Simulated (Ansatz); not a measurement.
# ClFH6Si3: the cost of one run

Method: PBE0-D4/def2-TZVP structures, single points in def2-TZVPP, no counterpoise correction; program: Ansatz 0.2.0, Gaussian basis.

Levels: SPW92, PBE-D4, BLYP-D4, r2SCAN-D4, B97M-V, PBE0-D4, B3LYP-D4, r2SCAN0-D4, BHLYP-D4, CAM-B3LYP-D4, wB97X-V, wB97M-V, B2PLYP, PBE-QIDH, RPA on PBE, Hartree-Fock, MP2, CCSD, CCSD(T).

Cores are frozen in the correlated methods. B3LYP uses VWN-RPA correlation. B2PLYP carries no dispersion term here.

113 further runs of the same task are left out: 113 set aside as unsound or not needed.

## Step 1: The starting structure

The complex: 19 atoms, charge 0, spin multiplicity 1.

Atoms are counted from 1 here; the program's logs count them from 0.

Bond lengths: Si1–Si3 2.345 Å, Si1–Si4 2.348 Å, Si1–F5 1.613 Å, Si1–Cl7 2.066 Å, Si2–H8 1.483 Å, Si2–H10 1.480 Å, Si2–H11 1.491 Å, Si2–H12 1.486 Å, Si3–H13 1.487 Å, Si3–H14 1.486 Å, Si3–H15 1.485 Å, Si4–H16 1.488 Å, Si4–H17 1.483 Å, Si4–H18 1.485 Å, H6–O9 0.962 Å, O9–H19 0.961 Å. Angles: Si3–Si1–Si4 116.0°, Si3–Si1–F5 108.1°, Si3–Si1–Cl7 107.4°, Si4–Si1–F5 110.5°, Si4–Si1–Cl7 108.5°, F5–Si1–Cl7 106.0°, H8–Si2–H10 111.7°, H8–Si2–H11 107.6°, H8–Si2–H12 110.3°, H10–Si2–H11 108.8°, H10–Si2–H12 111.1°, H11–Si2–H12 107.1°, Si1–Si3–H13 109.7°, Si1–Si3–H14 107.9°, Si1–Si3–H15 109.7°, H13–Si3–H14 109.4°, H13–Si3–H15 110.0°, H14–Si3–H15 110.1° and more.

Geometry (Å):

```
Si   -0.9773   -0.4951    0.7804
Si    2.4270    1.1106   -1.7178
Si   -2.9458   -1.0854    1.9101
Si   -0.6829   -1.4520   -1.3435
F    -0.9173    1.1143    0.6876
H     0.8806    2.2665    0.9550
Cl    0.6117   -1.0546    1.9757
H     2.8766    0.1478   -0.6829
O     1.8400    2.3067    1.0099
H     3.1815    2.3817   -1.6473
H     2.6639    0.4848   -3.0503
H     0.9649    1.3486   -1.6002
H    -4.1264   -0.6919    1.0968
H    -2.9422   -2.5596    2.0953
H    -2.9887   -0.4054    3.2299
H    -1.2580   -2.8221   -1.2657
H     0.7534   -1.5360   -1.7022
H    -1.4352   -0.6619   -2.3516
H     2.0740    1.6030    1.6204
```

Its parts: ClFH₆Si₃ holds atoms 1, 3, 4, 5, 7, 13, 14, 15, 16, 17, 18; SiH₄ holds atoms 2, 8, 10, 11, 12; H₂O holds atoms 6, 9, 19. Each part counts its atoms afresh in its own runs.

## Step 2: Relaxing ClFH₆Si₃ alone

relax-a/in.yaml reads:

```yaml
crystal:
  periodic: [false, false, false]
  atoms:
    - {symbol: Si, position_ang: [-0.977342, -0.495092, 0.780411]}
    - {symbol: Si, position_ang: [-2.945799, -1.085414, 1.910091]}
    - {symbol: Si, position_ang: [-0.682933, -1.451969, -1.343463]}
    - {symbol: F, position_ang: [-0.917258, 1.114266, 0.687638]}
    - {symbol: Cl, position_ang: [0.611733, -1.054565, 1.975678]}
    - {symbol: H, position_ang: [-4.126375, -0.691916, 1.096825]}
    - {symbol: H, position_ang: [-2.942197, -2.559615, 2.095342]}
    - {symbol: H, position_ang: [-2.988670, -0.405395, 3.229945]}
    - {symbol: H, position_ang: [-1.258006, -2.822120, -1.265730]}
    - {symbol: H, position_ang: [0.753419, -1.535954, -1.702167]}
    - {symbol: H, position_ang: [-1.435186, -0.661894, -2.351569]}
basis:
  gaussian: {orbitals: def2-TZVP}
hamiltonian: {xc: pbe0, dispersion: d4}
relax: {f_tol: 0.005, max_steps: 200}
```

On the command line:

```sh
$ ansatz run in.yaml --threads 4 --pin off --events-out ev --progress --plain --max-ram 66560MiB --backend cuda --devices 0, --max-vram 37GiB
```

**Question.** How long does this run take on 1 × a share of an NVIDIA H100 with 4 threads of AMD EPYC 7R13, shared host?

About 30 s.
